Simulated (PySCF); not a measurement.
# CsC+: from the state search to spectroscopic constants

The task here is to estimate one member of a computed series from the others.

Computed with PySCF 2.14.0. Level: Cs def2-TZVP with ECP46, C def2-TZVP, scalar-relativistic core potentials.

Set-up of the first run:

The job is set up so:

- atoms: Cs, C
- charge: 1
- basis: Cs def2-TZVP with ECP46, C def2-TZVP
- Hamiltonian: scalar-relativistic core potentials
- basis functions: 60
- electrons treated: 14
- masses in u: 132.9054, 12.0000
- levels: PBE0, PBE, r²SCAN, B3LYP, PW91, B2PLYP, HF, MP2, SCS-MP2, CCSD, CCSD(T)
- grid: 80 radial by 434 angular points
- occupations: held fixed by the projection of orbital angular momentum
- dissociation limit: Cs+ + C, each in its ground configuration
- starting distance in angstrom: 3.015
- values of 2S to try: 0, 2

Launch:

```console
$ OMP_NUM_THREADS=1 python dia.py task.json out
```

Among the steps run: Input; The PBE0 curve of the state that the search chose; Other states along the same grid; PBE (GGA); r²SCAN (meta-GGA); B3LYP; PW91 (GGA); B2PLYP (double hybrid); UHF; MP2 and coupled cluster.

One of the session's tables, all rows but one given; the rest of the session is left out.

Energy (eV) from each level's lowest point:

```
R (Å)    UHF  UHF-MP2  UHF-SCS-MP2  UHF-CCSD  UHF-CCSD(T)
3.124  0.136    0.096        0.104       n/a          n/a
3.270  0.069    0.043        0.048     0.048        0.045
3.415      ?        ?            ?         ?            ?
3.524  0.014    0.004        0.006     0.006        0.005
3.633  0.005    0.000        0.001     0.001        0.000
3.742  0.001    0.000        0.000     0.000        0.000
3.887  0.000    0.004        0.003     0.003        0.004
4.069  0.004    0.013        0.011     0.011        0.012
4.287  0.012    0.026        0.023     0.023        0.024
4.578  0.023    0.042        0.038       n/a          n/a
```

Q: Estimate the row for R (Å) = 3.415 from the others.

Worked estimate for «UHF». A straight line through the neighbours (3.270, 0.069) and (3.524, 0.014) gives 0.069 + (0.014 − 0.069) × (3.415 − 3.270) / (3.524 − 3.270) = 0.038; a parabola fitted to 4 rows on both sides gives 0.029.

The run gave: UHF: 0.030; UHF-MP2: 0.014; UHF-SCS-MP2: 0.018; UHF-CCSD: 0.018; UHF-CCSD(T): 0.016. In «UHF» the line misses by +0.008 and the parabola by -0.001.

Caveats from the session: The bond is weak, and basis-set superposition, which was not computed, may be a sizeable part of it.
